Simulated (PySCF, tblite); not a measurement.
# C8H10GeO: geometry, infrared bands and NMR shifts

Aim: predict the infrared bands and NMR shifts of C8H10GeO (`CC#[C][Ge@@H]1[CH]=C[C@H]1C(C)=O`).

Programs: tblite 0.8.0 and PySCF 2.14.0, with density-fitted response routines of our own. Each step states its level of theory. These are calculated values for one molecule in the gas phase, unless marked as measured. Atoms are numbered from 0 throughout.

## Step 1: The starting structure

20 atoms, charge 0, multiplicity 1; geometry from: force field or distance geometry start.

Bonds of the start (Å): C0–C1 1.48, C1–C2 1.19, C2–Ge3 1.92, Ge3–C4 1.85, C4–C5 1.28, C5–C6 1.43, C6–C7 1.52, C7–C8 1.49, C7–O9 1.22, C6–Ge3 1.87, C0–H10 1.09, C0–H11 1.11, C0–H12 1.11, Ge3–H13 1.56, C4–H14 1.13, C5–H15 1.13, C6–H16 1.13, C8–H17 1.11, C8–H18 1.11, C8–H19 1.11.

## Step 2: Relaxing the molecule with GFN2-xTB

The job: settings as JSON, then the geometry in Å.

```
{"job": {"kind": "relax", "xc": "GFN2-xTB", "basis": "xTB"}, "charge": 0, "multiplicity": 1}
C      4.659800     0.195700     0.128500
C      3.243100    -0.052100    -0.218400
C      2.103400    -0.264600    -0.487900
Ge     0.270700    -0.576400    -0.969700
C     -0.638200     0.838800    -1.739200
C     -1.444200     1.118800    -0.780800
C     -1.034700     0.134800     0.169400
C     -2.141600    -0.881700     0.416800
C     -3.438100    -0.357100     0.940900
O     -1.970900    -2.070500     0.182900
H      4.729500     1.183500     0.589200
H      5.305100     0.222000    -0.779400
H      5.083000    -0.612300     0.763400
H      0.044500    -1.998000    -1.559300
H     -0.534700     1.332600    -2.755400
H     -2.234400     1.921100    -0.700300
H     -0.690600     0.568800     1.157700
H     -3.415900    -0.405600     2.045400
H     -3.628400     0.692700     0.617500
H     -4.272400    -0.979700     0.566000
```

Run with:

```bash
$ OMP_NUM_THREADS=1 python probes_run.py task.json out
```

One launch serves the whole session: the jobs run in the order shown.

**Question.** This job is followed by: GFN2-xTB harmonic vibrations, gas phase; GIAO PBE0/pcSseg-1 NMR shielding, non-relativistic, gas phase. Predict these results of the whole session: strongest single infrared mode (GFN2-xTB); zero-point energy (GFN2-xTB); 13C shifts against TMS (PBE0/pcSseg-1); 1H shifts against TMS (PBE0/pcSseg-1, means over atoms taken as alike); 73Ge shifts against GeMe4 (PBE0/pcSseg-1); 17O shifts against H2O (PBE0/pcSseg-1).

**Answer**, as computed:

| quantity | value |
| --- | --- |
| strongest single infrared mode (GFN2-xTB) | 1886 cm⁻¹, 396 km/mol |
| zero-point energy (GFN2-xTB) | 91.9 kcal/mol |
| 13C shifts against TMS (PBE0/pcSseg-1) | 214.4, 157.0, 154.4, 112.3, 86.0, 62.7, 34.0, 5.8 ppm |
| 1H shifts against TMS (PBE0/pcSseg-1, means over atoms taken as alike) | 6.81, 6.79, 5.64, 3.86, 2.25, 2.05 ppm |
| 73Ge shifts against GeMe4 (PBE0/pcSseg-1) | -89 ppm |
| 17O shifts against H2O (PBE0/pcSseg-1) | 639.3 ppm |

What this shows: Relaxing lowered the energy by 1.130 eV in 144 steps; the close pair that moved most is Ge3–C6, from 1.873 to 2.054 Å. No mode is imaginary among the 54: a minimum at this level. The strongest single mode, at 1886 cm⁻¹, moves mainly H13. Unscaled tight-binding wavenumbers are off by several per cent, some by more. Its intensities can rank the bands wrongly. C7 (ketone carbonyl carbon) lies farthest downfield among carbon, at 214.4 ppm; the double bond to the heteroatom, with no lone-pair donor beside it, deshields it most. At PBE0/pcSseg-1: Shielding is most anisotropic at O9 (span 1192 ppm, paramagnetic term -706 ppm). Spin-orbit coupling is left out, which matters for shieldings and couplings at and beside the heavy atoms.
